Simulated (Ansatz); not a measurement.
# CH₄FNOSi: basis-set convergence

One table from this session's results is given with a row withheld; the runs are named, their logs left out.

The runs use Ansatz 0.2.0, Gaussian basis; one geometry, several basis sets.

The runs, in order: PBE0-D4/def2-SVP; ωB97M-V/def2-SVP; PBE0-D4/def2-QZVPP; ωB97M-V/def2-QZVPP; the functionals' def2-TZVPP values are taken from earlier runs.

## The relaxed structure

The geometry comes from an earlier relaxation with PBE0-D4 in a triple-zeta def2 set; it is a stationary point, not always the lowest conformer.

SMILES `O/C(F)=N/[SiH3]`, 9 atoms, charge 0, spin multiplicity 1.

Atoms are counted from 1 here; the program's logs count them from 0.

Bond lengths: O1–C2 1.325 Å, O1–H6 0.965 Å, C2–F3 1.329 Å, C2–N4 1.240 Å, N4–Si5 1.727 Å, Si5–H7 1.484 Å, Si5–H8 1.484 Å, Si5–H9 1.487 Å. Angles: C2–O1–H6 106.5°, O1–C2–F3 107.4°, O1–C2–N4 126.6°, F3–C2–N4 126.0°, C2–N4–Si5 130.8°, N4–Si5–H7 107.8°, N4–Si5–H8 107.8°, N4–Si5–H9 113.6°, H7–Si5–H8 109.1°, H7–Si5–H9 109.2°, H8–Si5–H9 109.2°.

Set-up of the first run:

Contents of in.yaml:

```yaml
crystal:
  periodic: [false, false, false]
  atoms:
    - {symbol: O, position_ang: [-1.699013, 1.438153, 1.020917]}
    - {symbol: C, position_ang: [-0.711861, 0.588319, 0.776762]}
    - {symbol: F, position_ang: [-0.268486, 0.147383, 1.949274]}
    - {symbol: N, position_ang: [-0.276710, 0.260208, -0.337522]}
    - {symbol: Si, position_ang: [0.991867, -0.825921, -0.777312]}
    - {symbol: H, position_ang: [-2.010476, 1.749508, 0.162008]}
    - {symbol: H, position_ang: [1.996273, -0.059029, -1.555110]}
    - {symbol: H, position_ang: [0.407018, -1.879169, -1.643603]}
    - {symbol: H, position_ang: [1.659789, -1.465850, 0.387487]}
basis:
  gaussian: {orbitals: def2-SVP}
hamiltonian: {xc: pbe0, dispersion: d4}
output: {orbitals: {seedname: orbitals}}
```

Launch:

```
ansatz run in.yaml --threads 2 --pin off --events-out ev --progress --plain --max-ram 4352MiB
```

Steps of the session up to this table: PBE0-D4 in def2-SVP; ωB97M-V in def2-SVP; PBE0-D4 in def2-QZVPP; ωB97M-V in def2-QZVPP.

One of the session's tables, all rows but one given; the rest of the session is left out.

It belongs to the step «Density functionals: the series». 

```
functional       basis  HOMO (eV)  LUMO (eV)
   PBE0-D4    def2-SVP      -8.10       0.37
   PBE0-D4  def2-TZVPP      -8.24       0.19
   PBE0-D4  def2-QZVPP      -8.27       0.09
   ωB97M-V    def2-SVP     -10.39       2.64
   ωB97M-V  def2-TZVPP          ?          ?
   ωB97M-V  def2-QZVPP     -10.60       1.33
```

Estimate the missing values for ωB97M-V, def2-TZVPP.

As computed: HOMO (eV): -10.57; LUMO (eV): 1.92. In the column «HOMO (eV)» it lies between ωB97M-V, def2-QZVPP (-10.60) and ωB97M-V, def2-SVP (-10.39).
